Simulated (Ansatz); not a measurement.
**ZrS: optics and the fine band structure**

What do the bands imply for light and for carriers? Levels are solved on a fine mesh after the ground state. Runs: cell and atoms relaxed (PAW); reference run (PAW and LAPW).

The COD entry's cell or inner coordinates are ideal or old and differ from later refinements, so a difference from it is no clean test against experiment.

Program: Ansatz 0.2.0. Level of theory: DFT PBEsol, frozen-core PAW and all-electron LAPW, scalar-relativistic unless said. These are calculated values, not measurements.

**1. Starting point**

It takes space group Fm-3m (No. 225, cubic). Conventional cell: a = 5.250 Å, b = 5.250 Å, c = 5.250 Å, α = 90.00°, β = 90.00°, γ = 90.00°. Around Zr (site symmetry m-3m) lie 6 S at 2.62 Å. S (site symmetry m-3m) is surrounded by 6 Zr at 2.62 Å.

Coordinates:

```
Zr S
1.0
     0.00000    2.62500    2.62500
     2.62500    0.00000    2.62500
     2.62500    2.62500    0.00000
Zr S
1 1
Direct
  0.00000 0.00000 0.00000
  0.50000 0.50000 0.50000
```

Cartesian axes are those of the input's lattice vectors. The structure goes back to a database entry.

**2. Cell and atoms relaxed, PAW**

Input file input.yaml:

```yaml
crystal:
  lattice:
    - [0.0, 2.625, 2.625]
    - [2.625, 0.0, 2.625]
    - [2.625, 2.625, 0.0]
  atoms:
    - { symbol: Zr, position: [0.0, 0.0, 0.0] }
    - { symbol: S, position: [0.5, 0.5, 0.5] }
kpoints:
  mp_grid: { grid: [10, 10, 10] }
scf:
  occupations: { method: fermi_dirac, width: 0.08 }
hamiltonian:
  xc: pbesol
  pseudopotentials: { kind: paw }
relax:
  f_tol: 0.002
  max_steps: 80
  cell: {}
output:
  forces: true
  stress: true
```

Launch:

```sh
$ ansatz run input.yaml --threads 1 --pin off --max-ram 3072MiB --backend cpu --events-out ev --progress --plain --runs-dir out
```

**3. Reference run, fine mesh, PAW**

Input file input.yaml:

```yaml
crystal:
  lattice:
    - [0.0, 2.58324486747, 2.58324486747]
    - [2.58324486747, 0.0, 2.58324486747]
    - [2.58324486747, 2.58324486747, 0.0]
  atoms:
    - { symbol: Zr, position: [0.0, 0.0, 0.0] }
    - { symbol: S, position: [0.5, 0.5, 0.5] }
kpoints:
  mp_grid: { grid: [10, 10, 10] }
scf:
  occupations: { method: fermi_dirac, width: 0.08 }
hamiltonian:
  xc: pbesol
  pseudopotentials: { kind: paw }
output:
  forces: true
  stress: true
  eigenvalues: true
  eigenstates:
    nscf_kmesh: { grid: [20, 20, 20] }
    de_dk: true
    e_range: [-14, 14]
  optics:
    e_range: [0, 20]
    de: 0.2
    sigma: 0.15
    bands: { spectra_wanted_up_to: 20 }
    nscf_kmesh: { grid: [20, 20, 20] }
    drude_damping: 0.2
checkpoint:
  write: ck
  write_wavefunctions: false
```

**4. Reference run, fine mesh, LAPW**

input.yaml, as its differences from that of step 3:

```diff
@@ -14,3 +14,3 @@
   xc: pbesol
-  pseudopotentials: { kind: paw }
+  pseudopotentials: { kind: all_electron, lapw: { basis_error: 0.001 } }
 output:
```

(Steps that only read results are left out.)

What does the calculation give? Wanted: states at the Fermi level; bare Sommerfeld coefficient; plasma energy.

**Answer**, as computed:

```
                       quantity                      value
states at the Fermi level (PAW)       0.63 per eV and atom
    bare Sommerfeld coefficient  1.49 mJ/(K² mol of atoms)
        plasma energy (x, y, z)           8.7, 8.7, 8.7 eV
```

**Reading.** It is a metal with 5 bands crossing the Fermi level, 0.63 states per eV and atom there and a mean speed of 0.85 × 10⁶ m/s. These are bare band values on this mesh, without coupling to phonons. The spectra hold no excitons and no local fields. Cautions: frozen-core PAW files fitted under PBE, their cores solved anew for the functional of the run; these sums move with the mesh, by several per cent and more for small sheets.
